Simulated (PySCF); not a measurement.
# A diatomic session: KNa+

One table from this session's results is given with a row withheld; the runs are named, their logs left out.

Program: PySCF 2.14.0. Level of theory: K jorge-DZP-DKH, Na jorge-DZP-DKH, spin-free X2C with a Gaussian nucleus. These are calculated values, not measurements.

The first run:

A driver script around PySCF takes these settings:

```
atoms                         : K, Na
charge                        : 1
basis                         : K jorge-DZP-DKH, Na jorge-DZP-DKH
Hamiltonian                   : spin-free X2C with a Gaussian nucleus
basis functions               : 55
electrons treated             : 29
masses in u                   : 38.9637, 22.9898
levels                        : PBE0, PBE, r²SCAN, BLYP, PBEsol, B2PLYP, HSE06, HF, MP2, SCS-MP2, CCSD, CCSD(T)
grid                          : 80 radial by 434 angular points
occupations                   : held fixed by the projection of orbital angular momentum
dissociation limit            : K+ + Na, each in its ground configuration
starting distance in angstrom : 3.620
values of 2S to try           : 1, 3
```

Command:

```bash
$ OMP_NUM_THREADS=1 python dia.py task.json out
```

Steps of the session up to this table: Set-up; PBE0 along the bond; PBE (GGA); r²SCAN; BLYP (GGA); PBEsol (GGA); B2PLYP; HSE06 (range-separated hybrid); UHF (mean field); Adding correlation.

One table of the session follows, with a row left open; its other results are not shown here.

It belongs to the step «The curves together». Energy (eV) from each level's lowest point:

```
R (Å)    UHF  UHF-MP2  UHF-SCS-MP2  UHF-CCSD  UHF-CCSD(T)
3.565  0.147    0.122        0.124       n/a          n/a
3.731  0.081    0.061        0.063     0.059        0.059
3.896  0.037    0.024        0.025     0.022        0.022
4.021      ?        ?            ?         ?            ?
4.145  0.005    0.000        0.001     0.000        0.000
4.269  0.000    0.000        0.000     0.000        0.000
4.435  0.003    0.008        0.008     0.009        0.009
4.642  0.018    0.029        0.028     0.030        0.030
4.891  0.047    0.064        0.063     0.065        0.066
5.223  0.098    0.120        0.119       n/a          n/a
```

Estimate the missing values for R (Å) = 4.021.

Worked estimate for «UHF». A straight line through the neighbours (3.896, 0.037) and (4.145, 0.005) gives 0.037 + (0.005 − 0.037) × (4.021 − 3.896) / (4.145 − 3.896) = 0.021; a parabola fitted to 4 rows on both sides gives 0.016.

The run gave: UHF: 0.017; UHF-MP2: 0.008; UHF-SCS-MP2: 0.008; UHF-CCSD: 0.007; UHF-CCSD(T): 0.007. In «UHF» the line misses by +0.004 and the parabola by -0.001.
